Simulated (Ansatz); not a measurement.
# In2Au: how the settings move a single-point run

Question: which choices in the input matter for In2Au?

Method: reference: DFT, PBEsol, PAW with Ansatz's default frozen-core files, scalar-relativistic, in Ansatz 0.2.0.

1 further run of the same task is left out (it didn't finish). Runs told in other sessions of the task aren't counted.

## Step 1: The structure to begin with

Symmetry: Fm-3m, No. 225, cubic system. The conventional cell has a = 5.161 Å, b = 5.161 Å, c = 5.161 Å, α = 90.00°, β = 90.00°, γ = 90.00°. In (site symmetry -43m) is surrounded by 4 Au at 2.23 Å. Around Au (site symmetry m-3m) lie 8 In at 2.23 Å.

Structure file:

```cif
data_structure
_symmetry_space_group_name_H-M 'Fm-3m'
_symmetry_Int_Tables_number 225
_cell_length_a 5.1606
_cell_length_b 5.1606
_cell_length_c 5.1606
_cell_angle_alpha 90.000
_cell_angle_beta 90.000
_cell_angle_gamma 90.000
_cell_volume 137.44
loop_
_atom_site_label
_atom_site_type_symbol
_atom_site_symmetry_multiplicity
_atom_site_Wyckoff_symbol
_atom_site_fract_x
_atom_site_fract_y
_atom_site_fract_z
_atom_site_occupancy
In1 In 8 c 0.25000 0.75000 0.75000 1
Au1 Au 4 a 0.00000 0.00000 0.00000 1
```

## Step 2: Reference

input.yaml reads:

```yaml
crystal:
  lattice:
    - [0.0, 2.58032041, 2.58032041]
    - [2.58032041, 0.0, 2.58032041]
    - [2.58032041, 2.58032041, 0.0]
  atoms:
    - { symbol: In, position: [0.25, 0.25, 0.25] }
    - { symbol: In, position: [0.75, 0.75, 0.75] }
    - { symbol: Au, position: [0.0, 0.0, 0.0] }
kpoints:
  mp_grid: { grid: [10, 10, 10] }
  band_path:
    path:
      - [0.0, 0.0, 0.0]
      - [0.5, 0.0, 0.5]
      - [0.625, 0.25, 0.625]
      - [0.375, 0.375, 0.75]
      - [0.0, 0.0, 0.0]
      - [0.5, 0.5, 0.5]
      - [0.5, 0.25, 0.75]
      - [0.5, 0.0, 0.5]
    npoints: 6
scf:
  occupations: { method: fermi_dirac, width: 0.05 }
hamiltonian:
  xc: pbesol
  pseudopotentials: { kind: paw }
output:
  forces: true
  stress: true
  eigenvalues: true
  populations: true
```

On the command line:

```sh
$ ansatz run input.yaml --threads 1 --pin off --max-ram 3072MiB --backend cpu --events-out ev --progress --plain --runs-dir out
```

## Step 3: Changed: eigensolver.kind davidson, hubbard.sites [{species: Au, l: d, u_eff: 1.0}], hubbard.double_counting fll, ecutwfc 40.4 Ry

input.yaml: that of step 2 with these lines changed.

```diff
@@ -24,2 +24,3 @@
   occupations: { method: fermi_dirac, width: 0.05 }
+  eigensolver: { kind: davidson }
 hamiltonian:
@@ -27,2 +28,3 @@
   pseudopotentials: { kind: paw }
+  hubbard: { sites: [{ species: Au, l: d, u_eff: 1.0 }], double_counting: fll }
 output:
@@ -32 +34,3 @@
   populations: true
+basis:
+  ecutwfc: "40.4 Ry"
```

Q: Predict the outcome of this session. Wanted: for each run, ending; energy change; pressure; gap; force.

The runs gave:

```csv
run,ending,energy change,pressure (GPa),gap (eV),force (eV/Å),cycles,time
reference,converged,0,353.6,0.00,0.00,6,4.3 s
"1: eigensolver.kind davidson, hubbard.sites [{species: Au, l: d, u_eff: 1.0}], hubbard.double_counting fll, ecutwfc 40.4 Ry",converged,+61.9 meV/atom (Hubbard term changed: no physical gain or loss),353.0,0.00,0.00,8,11 s
```

Residual by cycle in the longest SCF loop of each run; runs are numbered as in the table. The quantity is the density residual dr2, in eV.

```csv
cycle,reference,run 1
1,0.0456,7.79
2,0.0075,1.32
3,5.3e-4,0.042
4,4.0e-5,0.00209
5,2.3e-6,3.4e-5
6,7.8e-8,2.5e-5
7,-,2.0e-6
8,-,2.7e-8
```

What this shows: Changing the solver, Hubbard U, double counting of the Hubbard term and cutoff moves the energy by +61.9 meV/atom, and the pressure goes from 353.6 to 353.0 GPa. The U term adds an energy of its own, so the shift says nothing about which run is better. Cost: 8 SCF cycles against 6, 11 s against 4.3 s. A changed U is a change of model: its shifts are not errors of convergence. The structure is not at rest: the sound run finds 354 GPa, so these are no properties of the relaxed crystal. 

At pressures up to 354 GPa the PAW spheres may overlap and frozen cores may not hold, so those PAW values are rough without an all-electron check.
